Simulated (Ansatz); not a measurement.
# Ge4As: the cost of one run

Method: DFT PBE, scalar-relativistic, plane waves, PAW, in Ansatz 0.2.0.

## Step 1: The starting structure

The structure is cubic, space group Im-3m (No. 229). The conventional cell has a = 5.773 Å, b = 5.773 Å, c = 5.773 Å, α = 90.00°, β = 90.00°, γ = 90.00°. Around Ge (site symmetry -3m) lie 2 As at 2.50 Å. As (site symmetry m-3m) has 8 Ge at 2.50 Å as nearest neighbours.

As a file:

```xyz
5
Lattice="-2.8867 2.8867 2.8867 2.8867 -2.8867 2.8867 2.8867 2.8867 -2.8867" Properties=species:S:1:pos:R:3 pbc="T T T"
Ge    1.4434    1.4434    1.4434
Ge   -1.4434    1.4434    1.4434
Ge    1.4434    1.4434   -1.4434
Ge    1.4434   -1.4434    1.4434
As    0.0000    0.0000    0.0000
```

A structure generator made this guess: species swapped into a database cell of Hg4Pt (Im-3m, No. 229), with Ge on the Hg sites and As on the Pt sites. Its size is a rough estimate.

## Step 2: A first look at the guess

File input.yaml:

```yaml
crystal:
  lattice:
    - [-2.88670959, 2.88670959, 2.88670959]
    - [2.88670959, -2.88670959, 2.88670959]
    - [2.88670959, 2.88670959, -2.88670959]
  atoms:
    - { symbol: Ge, position: [0.5, 0.5, 0.5] }
    - { symbol: Ge, position: [0.5, 0.0, 0.0] }
    - { symbol: Ge, position: [0.0, 0.0, 0.5] }
    - { symbol: Ge, position: [0.0, 0.5, 0.0] }
    - { symbol: As, position: [0.0, 0.0, 0.0] }
basis:
  ecutwfc: 420
kpoints:
  mp_grid: { grid: [4, 4, 4] }
hamiltonian:
  xc: pbe
scf:
  occupations: { method: gaussian, width: 0.1 }
  lower_state_search: "off"
output:
  forces: true
  stress: true
  eigenvalues: true
```

On the command line:

```sh
$ ansatz run input.yaml --threads 1 --pin off --max-ram 2560MiB --backend cpu --events-out ev --progress --plain --runs-dir out
```

Q: Estimate wall time and peak memory on 1 thread of Intel Xeon Platinum 8259CL at 2.50GHz (Skylake/Cascade Lake), shared host.

About 2.2 s, with a peak of 0.42 GiB.
